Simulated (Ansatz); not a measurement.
# C2H5NOSi: rigid torsion scan from a Python script

Wanted for C2H5NOSi: a rigid torsion scan. SMILES: OC1=NC[SiH2]1.

All numbers are computed with Ansatz 0.2.0 through its Python package. Level of theory: Hartree-Fock/def2-SVP.

### 1 The structure

Bond lengths: O1–C2 1.313 Å, C2–N3 1.308 Å, N3–C4 1.561 Å, C2–Si5 1.793 Å, C4–Si5 1.812 Å, O1–H6 0.981 Å, C4–H7 1.078 Å, C4–H8 1.114 Å, Si5–H9 1.492 Å, Si5–H10 1.505 Å. Angles (14 of 17 angles, heavy atoms first): O1–C2–N3 122.9°, O1–C2–Si5 135.6°, N3–C2–Si5 101.5°, C2–N3–C4 95.0°, N3–C4–Si5 91.4°, C2–Si5–C4 72.1°, C2–O1–H6 107.9°, N3–C4–H7 111.0°, N3–C4–H8 107.6°, Si5–C4–H7 119.1°, Si5–C4–H8 115.5°, C2–Si5–H9 116.6°, C2–Si5–H10 116.5°, C4–Si5–H9 117.4°.

No structure file is read: the coordinates are typed or built in the script.

### 2 The code

Input file c2h5nosi_torsion.py:

```python
import warnings

import ansatz as az
from ase import Atoms

warnings.simplefilter("ignore", az.DeckWarning)

atoms = Atoms(["O", "C", "N", "C", "Si", "H", "H", "H", "H", "H"], positions=[
    [-0.9311, 0.4228, 1.9988],
    [-0.4724, 0.1312, 0.804],
    [-1.0319, -0.7586, 0.0261],
    [0.0603, -0.6722, -1.086],
    [0.9391, 0.6303, -0.1825],
    [-1.7766, -0.0585, 2.1232],
    [0.5407, -1.6267, -1.2296],
    [-0.4419, -0.3495, -2.0262],
    [0.9021, 2.0079, -0.7543],
    [2.2947, 0.2221, 0.3295],
])

first = (
    az.Crystal.molecule_from_ase(atoms).calculation()
    .basis(gaussian="def2-SVP")
    .functional("hf")
    .relax(force_tolerance=0.02, max_steps=80)
)
atoms.positions = first.run(threads=1, pin="off").report["positions_ang"]

start = atoms.get_dihedral(2, 1, 0, 5)
energies = {}
for turn in range(0, 360, 40):
    turned = atoms.copy()
    turned.set_dihedral(2, 1, 0, 5, start + turn, indices=[0, 5])
    model = (
        az.Crystal.molecule_from_ase(turned).calculation()
        .basis(gaussian="def2-SVP")
        .functional("hf")
    )
    energies[round((start + turn) % 360)] = model.run(threads=1, pin="off").report["free_energy_ev"]
floor = min(energies.values())
print("dihedral N2-C1-O0-H5 (deg)   E - E(min) (kJ/mol)")
for angle, e in sorted(energies.items()):
    print(f"{angle:8d} {96.485332 * (e - floor):14.3f}  " + "#" * int(30 * (e - floor) / max(max(energies.values()) - floor, 1e-9)))
```

### 3 The input behind the calls

The package turns the script's settings into the engine's input (first run):

```yaml
crystal:
  periodic: [false, false, false]
  atoms:
    - { symbol: O, position_ang: [-0.9311, 0.4228, 1.9988] }
    - { symbol: C, position_ang: [-0.4724, 0.1312, 0.804] }
    - { symbol: "N", position_ang: [-1.0319, -0.7586, 0.0261] }
    - { symbol: C, position_ang: [0.0603, -0.6722, -1.086] }
    - { symbol: Si, position_ang: [0.9391, 0.6303, -0.1825] }
    - { symbol: H, position_ang: [-1.7766, -0.0585, 2.1232] }
    - { symbol: H, position_ang: [0.5407, -1.6267, -1.2296] }
    - { symbol: H, position_ang: [-0.4419, -0.3495, -2.0262] }
    - { symbol: H, position_ang: [0.9021, 2.0079, -0.7543] }
    - { symbol: H, position_ang: [2.2947, 0.2221, 0.3295] }
basis:
  gaussian:
    orbitals: def2-SVP
hamiltonian:
  xc: hf
relax:
  f_tol: 0.02
  max_steps: 80
```

### 4 Running it

Launch:

```bash
> python c2h5nosi_torsion.py
```

Output:

```text
dihedral N2-C1-O0-H5 (deg)   E - E(min) (kJ/mol)
      40         16.855  ############
      80         39.130  #############################
     120         37.762  ############################
     160         27.027  ####################
     200         27.016  ####################
     240         37.744  ############################
     280         39.145  ##############################
     320         16.891  ############
     360          0.000
```

Run time: 27 s. Hardware: 1 thread of Arm Neoverse V2, shared host; peak memory 0.27 GiB.

Lines on the test bed's own set-up are left out of the output.

### 5 How the relaxation of run 0 went

Step by step:

| step | E - E(step 1) (eV) | largest force component (eV/Å) |
| --- | --- | --- |
| 1 | 0.0000 | 3.7896 |
| 2 | -0.4424 | 1.1975 |
| 3 | -0.5301 | 0.4891 |
| 4 | -0.5402 | 0.1367 |
| 5 | -0.5396 | 0.2429 |
| 6 | -0.5411 | 0.0339 |
| 7 | -0.5411 | 0.0058 |

Step 1 is the start. Step 5 was tried and not accepted.

Before: Bond lengths: O1–C2 1.313 Å, C2–N3 1.308 Å, N3–C4 1.561 Å, C2–Si5 1.793 Å, C4–Si5 1.812 Å, O1–H6 0.981 Å, C4–H7 1.078 Å, C4–H8 1.114 Å, Si5–H9 1.492 Å, Si5–H10 1.505 Å. Angles (14 of 17 angles, heavy atoms first): O1–C2–N3 122.9°, O1–C2–Si5 135.6°, N3–C2–Si5 101.5°, C2–N3–C4 95.0°, N3–C4–Si5 91.4°, C2–Si5–C4 72.1°, C2–O1–H6 107.9°, N3–C4–H7 111.0°, N3–C4–H8 107.6°, Si5–C4–H7 119.1°, Si5–C4–H8 115.5°, C2–Si5–H9 116.6°, C2–Si5–H10 116.5°, C4–Si5–H9 117.4°.

After: Bond lengths: O1–C2 1.320 Å, C2–N3 1.262 Å, N3–C4 1.480 Å, C2–Si5 1.889 Å, C4–Si5 1.907 Å, O1–H6 0.951 Å, C4–H7 1.091 Å, C4–H8 1.091 Å, Si5–H9 1.479 Å, Si5–H10 1.479 Å. Angles (14 of 17 angles, heavy atoms first): O1–C2–N3 124.6°, O1–C2–Si5 138.7°, N3–C2–Si5 96.6°, C2–N3–C4 104.7°, N3–C4–Si5 88.8°, C2–Si5–C4 69.9°, C2–O1–H6 108.7°, N3–C4–H7 111.6°, N3–C4–H8 111.6°, Si5–C4–H7 117.9°, Si5–C4–H8 117.9°, C2–Si5–H9 117.6°, C2–Si5–H10 117.7°, C4–Si5–H9 119.2°.

Run 0 is this relaxation; the runs after it count from 1.

### 6 The runs side by side

One row for each of the 9 runs:

| run | turn (°) | energy from run 1 (eV) | SCF cycles | CPU time (s) |
| --- | --- | --- | --- | --- |
| 1 | 0 | 0.0000 | 13 | 1.1 |
| 2 | 40 | 0.1747 | 13 | 1 |
| 3 | 80 | 0.4056 | 13 | 1 |
| 4 | 120 | 0.3914 | 13 | 1 |
| 5 | 160 | 0.2801 | 13 | 1 |
| 6 | 200 | 0.2800 | 13 | 1 |
| 7 | 240 | 0.3912 | 13 | 1.1 |
| 8 | 280 | 0.4057 | 13 | 1.1 |
| 9 | 320 | 0.1751 | 13 | 1.1 |

### 7 Results

| quantity | value |
| --- | --- |
| runs compared | 9 |
| range of energy | 0.406 eV |
| lowest point, turn (°) | 0 |

In words: The lowest point lies at a turn of 0°, the highest 0.406 eV (39.1 kJ/mol) above it at 280°. The grid can miss the true lowest and highest points, and the rest of the molecule is held rigid. Run 0: After 5 moves the largest shift is 0.118 Å, of atom 9 (H). The scan is rigid and the energies are electronic, in a modest basis. With rigid groups the curve can differ much from the relaxed path, the start wasn't checked as a minimum of this torsion, and equivalent turns needn't return to the same energy.
